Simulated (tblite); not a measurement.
# CH13NSi4: the cost of one run

Computed with tblite 0.8.0 and PySCF 2.14.0, with density-fitted response routines of our own, on a single molecule in the gas phase. Atoms count from 0, in the outputs and in this text.

### Step 1. The starting structure

19 atoms, charge 0, multiplicity 1; geometry from: force field or distance geometry start.

Bonds of the start (Å): C0–N1 1.46, N1–Si2 1.82, Si2–Si3 2.22, Si2–Si4 2.21, Si4–Si5 2.21, C0–H6 1.09, C0–H7 1.09, C0–H8 1.12, N1–H9 1.03, Si2–H10 1.48, Si3–H11 1.46, Si3–H12 1.49, Si3–H13 1.47, Si4–H14 1.47, Si4–H15 1.47, Si5–H16 1.47, Si5–H17 1.48, Si5–H18 1.48.

### Step 2. Optimising the geometry with GFN2-xTB

The job: settings as JSON, then the geometry in Å.

```
{"job": {"kind": "relax", "xc": "GFN2-xTB", "basis": "xTB"}, "charge": 0, "multiplicity": 1}
C     -2.631800    -1.212200     0.114100
N     -1.984300    -0.404500    -0.917000
Si    -0.512400     0.243200    -0.072700
Si    -0.137200     2.373700    -0.564500
Si     1.136600    -1.133300    -0.576500
Si     3.138000    -0.374800    -0.027600
H     -1.945900    -1.991100     0.457800
H     -3.626000    -1.559900    -0.172300
H     -2.777900    -0.517700     0.980700
H     -2.584200     0.352900    -1.268700
H     -0.751500     0.147000     1.382400
H      1.143900     2.591600    -1.232300
H     -0.137100     3.198700     0.680000
H     -1.250200     2.888600    -1.376500
H      0.890800    -2.358700     0.197700
H      1.141600    -1.517600    -2.000300
H      3.082100     0.868200     0.752400
H      3.906400    -0.221400    -1.283100
H      3.889300    -1.363400     0.780600
```

Launch:

```sh
$ OMP_NUM_THREADS=1 python probes_run.py task.json out
```

The driver reads the jobs from task.json and runs them one after another.

Q: Estimate the wall time and peak memory of this first job on 1 thread of Arm Neoverse N1, shared host.

About 1.9 s, with a peak of 0.18 GiB.
